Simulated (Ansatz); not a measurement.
# AsH₂OSi− (SMILES O=[Si-][AsH2]): a relaxed scan of the bond length As3–H5

An exercise on one series of results from a longer session: the logs are not shown, and one member is left open.

Computed with Ansatz 0.2.0, Gaussian basis. Level: single points in def2-TZVPPD.

Levels: PBE-D4, r2SCAN-D4, PBE0-D4, B3LYP-D4, wB97M-V, Hartree-Fock, MP2, CCSD, CCSD(T). The scan takes 1.378, 1.409, 1.454, 1.507, 1.565, 1.628, 1.695, 1.765, 1.838 Å.

Cores are frozen in the correlated methods. Filled d shells of the heavier atoms are correlated. B3LYP uses VWN-RPA correlation.

173 further runs of the same task are left out: 173 set aside as unsound or not needed.

## The system as given

SMILES `O=[Si-][AsH2]`, 5 atoms, charge -1, spin multiplicity 1.

Atoms are counted from 1 here; the program's logs count them from 0.

Bond lengths: O1–Si2 1.547 Å, Si2–As3 2.467 Å, As3–H4 1.535 Å, As3–H5 1.543 Å. Angles: O1–Si2–As3 107.1°, Si2–As3–H4 85.9°, Si2–As3–H5 89.7°, H4–As3–H5 88.3°.

As a file:

```xyz
5
charge -1, multiplicity 1
O    -0.0403   -1.8745    1.5311
Si    0.0330   -0.3413    1.3385
As    0.2972    0.0750   -1.0788
H    -1.1238    0.6529   -1.0230
H     0.8339    1.4879   -0.7679
```

The first run:

Input file relax/in.yaml:

```yaml
crystal:
  periodic: [false, false, false]
  atoms:
    - {symbol: O, position_ang: [-0.040250, -1.874470, 1.531070]}
    - {symbol: Si, position_ang: [0.032980, -0.341280, 1.338550]}
    - {symbol: As, position_ang: [0.297190, 0.074950, -1.078760]}
    - {symbol: H, position_ang: [-1.123830, 0.652860, -1.022960]}
    - {symbol: H, position_ang: [0.833900, 1.487930, -0.767900]}
basis:
  gaussian: {orbitals: def2-TZVPD}
total_charge: -1
hamiltonian: {xc: pbe0, dispersion: d4}
relax: {f_tol: 0.005, max_steps: 200}
```

Run with:

```bash
$ ansatz run in.yaml --threads 2 --pin off --events-out ev --progress --plain --max-ram 4352MiB
```

Among the steps run: Relaxation at PBE0-D4; The minimum at every level; As3–H5 = 1.378 Å; As3–H5 = 1.409 Å; As3–H5 = 1.454 Å; As3–H5 = 1.507 Å; As3–H5 = 1.565 Å; As3–H5 = 1.628 Å; As3–H5 = 1.695 Å; As3–H5 = 1.765 Å; As3–H5 = 1.838 Å.

One table of the session follows, with a row left open; its other results are not shown here.

Energies less that of the minimum at the same level (kcal/mol):

| bond length (Å) | PBE-D4 | PBE0-D4 | B3LYP-D4 | wB97M-V | Hartree-Fock |
| --- | --- | --- | --- | --- | --- |
| 1.378 | 6.4 | 5.7 | 5.9 | 5.5 | 5.4 |
| 1.409 | ? | ? | ? | ? | ? |
| 1.454 | 1.7 | 1.3 | 1.4 | 1.2 | 1.0 |
| 1.507 | 0.2 | 0.1 | 0.1 | 0.1 | 0.0 |
| 1.532 (minimum) | 0.0 | 0.0 | 0.0 | 0.0 | 0.0 |
| 1.565 | 0.0 | 0.2 | 0.2 | 0.3 | 0.3 |
| 1.628 | 1.0 | 1.6 | 1.4 | 1.7 | 2.0 |
| 1.695 | 3.1 | 4.0 | 3.7 | 4.2 | 4.8 |
| 1.765 | 6.1 | 7.4 | 6.8 | 7.7 | 8.6 |
| 1.838 | 9.7 | 11.5 | 10.7 | 11.9 | 13.1 |

Q: Estimate the row for bond length (Å) = 1.409 from the others.

Worked estimate for «PBE-D4». A straight line through the neighbours (1.378, 6.4) and (1.454, 1.7) gives 6.4 + (1.7 − 6.4) × (1.409 − 1.378) / (1.454 − 1.378) = 4.5; a parabola fitted to 3 rows on both sides gives 4.1.

**Answer.** PBE-D4: 4.0; PBE0-D4: 3.5; B3LYP-D4: 3.6; wB97M-V: 3.3; Hartree-Fock: 3.1. In «PBE-D4» the line misses by +0.5 and the parabola by +0.1.

To keep in mind: A polynomial through the near points puts the CCSD(T) minimum 0.005 Å below the PBE0-D4 value.
